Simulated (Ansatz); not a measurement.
Write the native input for Ansatz 0.2.0 that does the following.

```
Task                : band structure
Functional          : PBEsol
Potentials or basis : all-electron PAW datasets made for the crystal
Cutoff              : 500 eV (chosen from the basis error)
k mesh              : 9 × 9 × 6
Occupations         : fermi-dirac, width 0.05 eV
Spin                : collinear spin, ferromagnetic start
Starting moments    : [0.0, 2.0, 0.0, 0.0] μB
```

TaVN2:

```
Ta V N
1.0
     3.04987    0.00000    0.00000
     0.00000    3.04987    0.00000
     0.00000    0.00000    4.29606
Ta V N
1 1 2
Cartesian
  0.0000 0.0000 0.0000
  1.5249 1.5249 2.1480
  1.5249 1.5249 0.0000
  0.0000 0.0000 2.1480
```

The cell comes from a database or a generator and needn't be the stable form of this composition.

One way to write it, as run:

input.yaml

```yaml
crystal:
  lattice:
    - [3.049867, 0.0, 0.0]
    - [0.0, 3.049867, 0.0]
    - [0.0, 0.0, 4.296062]
  atoms:
    - { symbol: Ta, position: [0.0, 0.0, 0.0] }
    - { symbol: V, position: [0.5, 0.5, 0.5], spin: 2.0 }
    - { symbol: "N", position: [0.5, 0.5, 0.0] }
    - { symbol: "N", position: [0.0, 0.0, 0.5] }
kpoints:
  mp_grid: { grid: [9, 9, 6] }
  band_path:
    path:
      - [0.0, 0.0, 0.0]
      - [0.0, 0.5, 0.0]
      - [0.5, 0.5, 0.0]
      - [0.0, 0.0, 0.0]
      - [0.0, 0.0, 0.5]
      - [0.0, 0.5, 0.5]
      - [0.5, 0.5, 0.5]
      - [0.0, 0.0, 0.5]
    npoints: 8
scf:
  occupations: { method: fermi_dirac, width: 0.05 }
hamiltonian:
  xc: pbesol
  pseudopotentials: { kind: all_electron, datasets: crystal }
magnetization:
  spin_polarized: true
output:
  forces: true
  stress: true
  eigenvalues: true
```

Potentials or basis: all-electron PAW datasets made for the crystal.

Launch:

```console
$ ansatz run input.yaml --threads 4 --pin off --max-ram 12288MiB --backend cpu --events-out ev --progress --plain --runs-dir out
```

Results of the run:

```yaml
Pressure: -11.1 GPa
Band_gap_along_the_path: none (metal or under the smearing width)
Net_moment: 0.93 μB per cell
Absolute_moment: 1.05 μB per cell
Site_moments: Ta -0.03; V +0.76; N +0.02 μB
```

Caveat: spin-orbit coupling is left out, which moves the levels of the heavy elements.

Run time: 2.7 min on 4 threads of Intel(R) Xeon(R) Processor @ 2.50GHz (Skylake/Cascade Lake), with other jobs on the host, peak memory 1.9 GiB.
